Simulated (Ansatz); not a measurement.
# C2H6O4W: small, medium and large basis sets

How large a basis does C2H6O4W need? Two functionals are run in growing sets.

Method: one geometry, several basis sets; program: Ansatz 0.2.0, Gaussian basis.

The runs, in order: PBE0-D4/def2-SVP; ωB97M-V/def2-SVP; PBE0-D4/def2-QZVPP; ωB97M-V/def2-QZVPP; the functionals' def2-TZVPP values are taken from earlier runs.

## Step 1: The geometry

All runs share one geometry, relaxed beforehand with PBE0-D4 in a triple-zeta def2 set. W takes the def2 core potential; no spin-orbit term is included.

SMILES `C[O][W](=[O])(=[O])[O]C`, 13 atoms, charge 0, spin multiplicity 1.

Atoms are counted from 1 here; the program's logs count them from 0.

Bond lengths: C1–O2 1.406 Å, C1–H8 1.093 Å, C1–H9 1.093 Å, C1–H10 1.092 Å, O2–W3 1.861 Å, W3–O4 1.710 Å, W3–O5 1.710 Å, W3–O6 1.861 Å, O6–C7 1.406 Å, C7–H11 1.093 Å, C7–H12 1.092 Å, C7–H13 1.093 Å. Angles: O2–C1–H8 110.4°, O2–C1–H9 110.4°, O2–C1–H10 108.4°, H8–C1–H9 109.4°, H8–C1–H10 109.2°, H9–C1–H10 109.2°, C1–O2–W3 141.0°, O2–W3–O4 110.3°, O2–W3–O5 110.3°, O2–W3–O6 109.0°, O4–W3–O5 106.7°, O4–W3–O6 110.3°, O5–W3–O6 110.3°, W3–O6–C7 140.9°, O6–C7–H11 110.4°, O6–C7–H12 108.4°, O6–C7–H13 110.4°, H11–C7–H12 109.2° and more.

## Step 2: PBE0-D4 in def2-SVP

Input file in.yaml:

```yaml
crystal:
  periodic: [false, false, false]
  atoms:
    - {symbol: C, position_ang: [0.423635, -2.615532, 1.289088]}
    - {symbol: O, position_ang: [0.220908, -1.508938, 0.445545]}
    - {symbol: W, position_ang: [-0.024626, 0.334770, 0.513468]}
    - {symbol: O, position_ang: [-1.421289, 0.713719, 1.423612]}
    - {symbol: O, position_ang: [1.294915, 1.078872, 1.305693]}
    - {symbol: O, position_ang: [-0.188344, 0.989551, -1.221083]}
    - {symbol: C, position_ang: [-0.389701, 2.193373, -1.919300]}
    - {symbol: H, position_ang: [-0.426742, -2.739474, 1.964627]}
    - {symbol: H, position_ang: [1.337020, -2.485170, 1.875279]}
    - {symbol: H, position_ang: [0.520770, -3.508139, 0.668099]}
    - {symbol: H, position_ang: [-1.341469, 2.646536, -1.630064]}
    - {symbol: H, position_ang: [-0.408435, 1.972027, -2.988161]}
    - {symbol: H, position_ang: [0.423659, 2.893705, -1.712302]}
basis:
  gaussian: {orbitals: def2-SVP}
hamiltonian: {xc: pbe0, dispersion: d4}
output: {orbitals: {seedname: orbitals}}
```

On the command line:

```sh
ansatz run in.yaml --threads 2 --pin off --events-out ev --progress --plain --max-ram 22528MiB --backend cpu
```

Output:

```text
Functional definition: PBE0
  name "PBE0"
  cite "Adamo & Barone, J. Chem. Phys. 110, 6158 (1999) doi:10.1063/1.478522"
  cite "Perdew, Burke & Ernzerhof, Phys. Rev. Lett. 77, 3865 (1996) doi:10.1103/PhysRevLett.77.3865"
  parent pbe
  parameter a = 0.25
  parameter kappa = 0.804
  parameter beta = 0.06672455060314922
  exchange = (1 - a)*pbe_x(kappa = kappa, mu = beta*pi^2/3) + a*exact_x
  correlation = pbe_c(beta = beta)
1583 factors; their error is unknown
mean field evaluation 1: about -12151.1740 eV, gradient 1.0e2 eV
mean field evaluation 2: about -12002.3820 eV, gradient 2.9e2 eV
mean field evaluation 4: about -12169.2636 eV, gradient 2.6e1 eV
mean field evaluation 8: about -12170.4880 eV, gradient 1.5e-1 eV
mean field evaluation 16: about -12170.5523 eV, gradient 4.0e-4 eV
mean field -12170.55230807 eV, -447.2595478251 hartree, gradient 5.7e-5 eV, S^2 0.000000; 0 other end points of the search recorded, 0 dependent functions left out
reference -12170.55235839 eV, -447.2595496740 hartree; 32, 32 occupied and 114, 114 virtual orbitals, 1583 factors
Total energy: -12170.80087465 eV, -447.2686824784 hartree
```

It took 3.4 s on 2 threads of AMD EPYC 7R13, shared host.

## Step 3: ωB97M-V in def2-SVP

Changes to in.yaml since step 2:

```diff
@@ -18,3 +18,3 @@
   gaussian: {orbitals: def2-SVP}
-hamiltonian: {xc: pbe0, dispersion: d4}
+hamiltonian: {xc: {name: wB97M-V}}
 output: {orbitals: {seedname: orbitals}}
```

The command is unchanged.

Output (excerpt; [...] marks lines left out):

```text
Functional definition: wB97M-V
  name "wB97M-V"
  cite "Mardirossian & Head-Gordon, J. Chem. Phys. 144, 214110 (2016) doi:10.1063/1.4952647"
  cite "Becke, J. Chem. Phys. 107, 8554 (1997) doi:10.1063/1.475007"
  cite "Vydrov & Van Voorhis, J. Chem. Phys. 133, 244103 (2010) doi:10.1063/1.3521275"
  # Of w^i u^j: cxij and so on, Table III.
[...]
  gx(w, u) = 1 - cx + cx01*u + cx10*w
  gss(w, u) = css00 + css04*u^4 + css10*w + css20*w^2 + css43*w^4*u^3
  gos(w, u) = cos00 + cos10*w + (cos20 + cos21*u)*w^2 + (cos60 + cos61*u)*w^6
[...]
      + integral(e_c_pw_mod_opposite_spin*gos(b97_w_opposite, b97_u_opposite)) + vv10(b, c)
1558 factors; their error is unknown
340 factors; integrals over basis functions are off by at most 6.9e-5 eV
[...]
mean field -12175.68793207 eV, -447.4482785258 hartree, gradient 6.9e-5 eV, S^2 0.000000; 0 other end points of the search recorded, 0 dependent functions left out
reference -12175.68800987 eV, -447.4482813848 hartree; 32, 32 occupied and 114, 114 virtual orbitals, 1558 factors
Total energy: -12175.68800987 eV, -447.4482813848 hartree
```

Run time: 11 s. Hardware: 2 threads of AMD EPYC 7R13, shared host.

## Step 4: PBE0-D4 in def2-QZVPP

Changes to in.yaml since step 3:

```diff
@@ -17,4 +17,4 @@
 basis:
-  gaussian: {orbitals: def2-SVP}
-hamiltonian: {xc: {name: wB97M-V}}
+  gaussian: {orbitals: "def2-QZVPP.json"}
+hamiltonian: {xc: pbe0, dispersion: d4}
 output: {orbitals: {seedname: orbitals}}
```

On the command line:

```sh
ansatz run in.yaml --threads 2 --pin off --events-out ev --progress --plain --max-ram 22528MiB --backend cuda --devices 0, --max-vram 18GiB
```

Output:

```text
Functional definition: PBE0
  name "PBE0"
  cite "Adamo & Barone, J. Chem. Phys. 110, 6158 (1999) doi:10.1063/1.478522"
  cite "Perdew, Burke & Ernzerhof, Phys. Rev. Lett. 77, 3865 (1996) doi:10.1103/PhysRevLett.77.3865"
  parent pbe
  parameter a = 0.25
  parameter kappa = 0.804
  parameter beta = 0.06672455060314922
  exchange = (1 - a)*pbe_x(kappa = kappa, mu = beta*pi^2/3) + a*exact_x
  correlation = pbe_c(beta = beta)
1916 factors; their error is unknown
mean field evaluation 1: about -12160.9088 eV, gradient 1.2e2 eV
mean field evaluation 2: about -11997.5363 eV, gradient 3.2e2 eV
mean field evaluation 4: about -12181.8947 eV, gradient 3.7e1 eV
mean field evaluation 8: about -12184.1544 eV, gradient 1.0e-1 eV
mean field evaluation 16: about -12184.1697 eV, gradient 3.7e-4 eV
mean field -12184.16966229 eV, -447.7599763623 hartree, gradient 1.2e-5 eV, S^2 0.000000; 0 other end points of the search recorded, 0 dependent functions left out
reference -12184.16971288 eV, -447.7599782216 hartree; 32, 32 occupied and 571, 571 virtual orbitals, 1916 factors
Total energy: -12184.41822915 eV, -447.7691110260 hartree
```

It took 3.3 s on 1 × H100 (card shared with other runs) with 2 threads of AMD EPYC 7R13, shared host; peak host memory 1.2 GiB.

## Step 5: ωB97M-V in def2-QZVPP

Changes to in.yaml since step 4:

```diff
@@ -18,3 +18,3 @@
   gaussian: {orbitals: "def2-QZVPP.json"}
-hamiltonian: {xc: pbe0, dispersion: d4}
+hamiltonian: {xc: {name: wB97M-V}}
 output: {orbitals: {seedname: orbitals}}
```

The command is unchanged.

Output (excerpt; [...] marks lines left out):

```text
Functional definition: wB97M-V
  name "wB97M-V"
  cite "Mardirossian & Head-Gordon, J. Chem. Phys. 144, 214110 (2016) doi:10.1063/1.4952647"
  cite "Becke, J. Chem. Phys. 107, 8554 (1997) doi:10.1063/1.475007"
  cite "Vydrov & Van Voorhis, J. Chem. Phys. 133, 244103 (2010) doi:10.1063/1.3521275"
  # Of w^i u^j: cxij and so on, Table III.
[...]
  gx(w, u) = 1 - cx + cx01*u + cx10*w
  gss(w, u) = css00 + css04*u^4 + css10*w + css20*w^2 + css43*w^4*u^3
  gos(w, u) = cos00 + cos10*w + (cos20 + cos21*u)*w^2 + (cos60 + cos61*u)*w^6
[...]
      + integral(e_c_pw_mod_opposite_spin*gos(b97_w_opposite, b97_u_opposite)) + vv10(b, c)
1876 factors; their error is unknown
477 factors; integrals over basis functions are off by at most 6.3e-6 eV
[...]
mean field -12189.68323483 eV, -447.9625964161 hartree, gradient 1.1e-5 eV, S^2 0.000000; 0 other end points of the search recorded, 0 dependent functions left out
reference -12189.68331431 eV, -447.9625993369 hartree; 32, 32 occupied and 571, 571 virtual orbitals, 1876 factors
Total energy: -12189.68331431 eV, -447.9625993369 hartree
```

Wall time 7.5 s (1 × H100 (card shared with other runs) with 2 threads of AMD EPYC 7R13, shared host); peak host memory 1.3 GiB.

## Step 6: Functionals by basis

The def2-TZVPP values come from earlier runs at the same geometry.

```csv
functional,basis,functions,energy (eV),from the largest (eV),HOMO (eV),LUMO (eV)
PBE0-D4,def2-SVP,146,-12170.8009,13.617,-8.46,-1.25
PBE0-D4,def2-TZVPP,326,-12183.8292,0.589,-8.48,-1.26
PBE0-D4,def2-QZVPP,603,-12184.4182,0.000,-8.51,-1.30
ωB97M-V,def2-SVP,146,-12175.6880,13.995,-10.84,0.83
ωB97M-V,def2-TZVPP,326,-12189.1215,0.562,-10.84,0.82
ωB97M-V,def2-QZVPP,603,-12189.6833,0.000,-10.88,0.69
```

## Step 7: Summary of results

| quantity | value |
| --- | --- |
| PBE0-D4: double and triple zeta above quadruple | 13.62, 0.59 eV |
| ωB97M-V: double and triple zeta above quadruple | 14.00, 0.56 eV |

**Reading.** For PBE0-D4 the step from double to triple zeta gains 13.03 eV and the next only 0.59 eV. These are total energies; as a rule much of such shifts cancels in differences, which this series doesn't test.
